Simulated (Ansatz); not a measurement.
This geometry of a periodic cell of 14 atoms, Ta₆HN₆F (surface TaN(001), adsorbate HF, already come apart at the first end) is a first-order saddle point. Atoms 1, 4, 5, 6 are held.

Computed with Ansatz, DFT PBE-D3(BJ), scalar-relativistic, plane waves, PAW. Settings: PAW set soft_1, cutoff 420 eV, k mesh 2x2x1, gaussian smearing 0.05 eV, no spin polarisation.

```xyz
14
Lattice="5.2085 0.0000 0.0000 -2.6042 4.5107 0.0000 0.0000 0.0000 16.3721" Properties=species:S:1:pos:R:3
Ta 0.000 0.000 1.000
Ta -0.005 3.005 2.197
Ta 2.601 1.506 2.212
N 2.044 0.000 1.000
N 1.582 2.741 1.000
N -1.022 1.770 1.000
Ta -0.006 -0.001 3.884
Ta -0.050 2.987 5.139
Ta 2.496 1.455 5.358
N 2.025 -0.032 3.754
N 1.575 2.750 3.788
N -1.046 1.768 3.809
F -2.651 1.533 7.248
H -1.569 3.966 5.895
```

Question: Which two structures does it join? (They come from a converged band through this point; their orientation in space is the band's.)

Answer: The atom that moves furthest is F13, by 2.63 Å.

Image 0:

```xyz
14
Lattice="5.2085 0.0000 0.0000 -2.6042 4.5107 0.0000 0.0000 0.0000 16.3721" Properties=species:S:1:pos:R:3
Ta 0.000 0.000 1.000
Ta -0.004 3.011 2.232
Ta 2.611 1.507 2.224
N 2.044 0.000 1.000
N 1.582 2.741 1.000
N -1.022 1.770 1.000
Ta -0.006 -0.011 3.874
Ta 0.003 2.948 5.195
Ta 2.609 1.497 5.202
N 2.019 -0.020 3.827
N 1.585 2.755 3.773
N -1.024 1.747 3.778
F -2.844 -0.009 6.630
H -1.199 2.059 6.409
```

Image 8:

Only the atoms that move by more than 0.05 Å are listed.
```
Ta8 -0.007 3.007 5.201
Ta9 2.552 1.475 5.195
F13 -1.191 2.043 6.630
H14 -0.221 4.500 6.410
```

Question: How far does it lie above each of them?

Answer: 1.10 eV above the first and 1.10 eV above the second. This is the barrier of this one path; another mechanism may lie lower. Limits of this set-up: coarse k mesh, thin slab, slab without dipole correction.

Time of the run: 19 min on 1 thread of Arm Neoverse V1, on a shared host, peak memory 0.98 GiB.
